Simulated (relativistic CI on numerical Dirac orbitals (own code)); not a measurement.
# Ni: the cost of one run

The numbers are computed with relativistic CI on numerical Dirac orbitals (own code) version 3 (charge-transfer multiplet model of a cubic metal-ligand cluster with up to 3 ligand holes, Slater and spin-orbit integrals from Dirac-Coulomb-Breit ions, Slater integrals scaled by 0.8), except any that are marked as measured or tabulated.

## 1. Starting point

* ion: Ni⁴⁺ (Ni V)
* nuclear charge: 28
* electrons: 24
* d electrons: 6
* ligand holes at most: 3
* parameters: in eV; Veg, Vt2g hoppings, tenDq and tenDqL metal and ligand splittings (negative tenDq: tetrahedral), red the scaling of hopping with a core hole
* temperature: 300 K
* widths: Lorentz 0.9 eV, Gauss 0.8 eV

## 2. Udd = 7.7 eV

Input settings:

```ini
cluster ion=Ni4+ d6 ligand_holes=3 slater_scale=0.8
Delta=-1.2 Udd=7.7 Upd=9.3 tenDq=1 tenDqL=0.8 Veg=2.15 Vt2g=-1.17 red=1
spectrum xps 3p T=300 lorentz=0.9 gauss=0.8
```

The run is started by

```console
> python run_levels.py task.json out
```

The settings of every run stand in task.json; they run in order.

Q: Estimate wall time and peak memory on 1 thread of Neoverse-V2, shared host.

About 3 s, with a peak of 0.23 GiB.
